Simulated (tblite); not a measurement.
**CH6GeN (SMILES C[NH][GeH2]) at GFN2-xTB**

We compute the polarisability of CH6GeN. 

Program for the calculation: tblite 0.8.0.

17 further runs of the same task are left out: 17 set aside as unsound or not needed.

### 1 Starting point

CH6GeN: 9 atoms, total charge 0, spin state doublet. As SMILES, `C[NH][GeH2]`. The shape comes from GFN2-xTB, which is rough for such elements, and wasn't checked as a minimum. This is one conformer, not always the lowest.

Bond lengths: C1–N2 1.438 Å, N2–Ge3 1.845 Å, C1–H4 1.096 Å, C1–H5 1.089 Å, C1–H6 1.094 Å, N2–H7 1.012 Å, Ge3–H8 1.568 Å, Ge3–H9 1.569 Å. Some angles: C1–N2–Ge3 124.7°, C1–N2–H7 111.0°, Ge3–N2–H7 116.6°, N2–C1–H4 112.9°, N2–C1–H5 108.6°, N2–C1–H6 110.1°, N2–Ge3–H8 95.2°, N2–Ge3–H9 96.0°, H4–C1–H5 108.7°, H4–C1–H6 107.9°.

### 2 The response to a field at GFN2-xTB

The input, molecule.xyz:

```xyz
9

C     -0.647850     0.873880    -0.544520
N     -0.076630    -0.424340    -0.309160
Ge     1.412870    -0.742890     0.732670
H     -0.251580     1.357180    -1.444690
H     -0.434870     1.507660     0.315650
H     -1.732600     0.793100    -0.656770
H     -0.205790    -1.028090    -1.110390
H      1.091530    -2.257270     0.980820
H      0.844900    -0.079230     2.036410
```

The input, run.py:

```python
import json
import numpy as np
from tblite.interface import Calculator
from tblite.library import ffi
from tblite.interface import symbols_to_numbers

symbols = list(map(str, np.loadtxt("molecule.xyz", skiprows=2, usecols=0, dtype=str, ndmin=1)))
numbers = np.array(symbols_to_numbers(symbols))
positions = np.loadtxt("molecule.xyz", skiprows=2, usecols=(1, 2, 3), ndmin=2) / 0.529177210903

def dipole(field):
    tb = Calculator("GFN2-xTB", numbers, positions, charge=0, uhf=1)
    tb.set("verbosity", 0)
    tb.set("accuracy", 0.01)
    tb.add("spin-polarization", 1.0)
    tb.add("electric-field", ffi.new("double[3]", list(field)))
    return tb.singlepoint()

F = 0.001  # field step, atomic units
result = dipole([0.0, 0.0, 0.0])
alpha = np.array([(dipole(F * v).get('dipole') - dipole(-F * v).get('dipole')) / (2 * F) for v in np.eye(3)])
print(f"E = {result.get('energy'):.8f} Eh")
print("polarizability tensor (bohr^3)")
for row in alpha:
    print("".join(f"{v:12.4f}" for v in row))
w = np.linalg.eigvalsh((alpha + alpha.T) / 2)
print("principal values", np.round(w, 3), " isotropic %.3f" % w.mean())
out = {k: np.asarray(result.get(k)).tolist() for k in ("energy", "gradient", "charges", "dipole", "orbital-energies", "orbital-occupations")}
out.update(symbols=symbols, positions=(positions * 0.529177210903).tolist(), alpha=alpha.tolist())
json.dump(out, open("results.json", "w"))
```

Run with:

```bash
python run.py
```

**Question.** What will come out? Wanted: total energy; dipole moment; HOMO energy; LUMO energy; largest force on an atom; mean static polarisability.

Answer, from the run:

Level: GFN2-xTB.

| quantity | value |
| --- | --- |
| total energy | -10.00550 Eh |
| dipole moment | 2.01 D |
| HOMO energy (as the program lists it) | -9.08 eV |
| LUMO energy (as the program lists it) | -3.75 eV |
| largest force on an atom | 0.041 eV/Å |
| mean static polarisability | 52.2 bohr³ |
